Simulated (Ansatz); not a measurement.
A run of Ansatz 0.2.0:

File input.yaml:

```yaml
crystal:
  lattice:
    - [3.511214, 0.0, 0.0]
    - [0.0, 3.511214, 0.0]
    - [0.0, 0.0, 3.511214]
  atoms:
    - { symbol: Cr, position: [0.5, 0.5, 0.0], spin: 3.0 }
    - { symbol: Cr, position: [0.5, 0.0, 0.5], spin: 3.0 }
    - { symbol: Cr, position: [0.0, 0.5, 0.5], spin: 3.0 }
    - { symbol: Be, position: [0.0, 0.0, 0.0] }
hamiltonian:
  xc: pbe
  pseudopotentials: { kind: nc, source: spms }
magnetization:
  spin_polarized: true
kpoints:
  mp_grid: { grid: [8, 8, 8] }
scf:
  occupations: { method: fermi_dirac, width: 0.05 }
output:
  forces: true
  stress: true
  eigenvalues: true
```

Potentials or basis: SPMS NC.

Command:

```bash
$ ansatz run input.yaml --threads 2 --pin off --max-ram 5632MiB --backend cpu --events-out ev --progress --plain --runs-dir out
```

Hardware: 2 threads of Arm Neoverse V2, with other jobs on the host.

Question: How long does it take, and how much memory?

Answer: It took 11 s on 2 threads of Arm Neoverse V2 (shared host), peak memory 0.41 GiB. Counts: scf iterations 14, plane waves 2517, k points 35, bands 33.
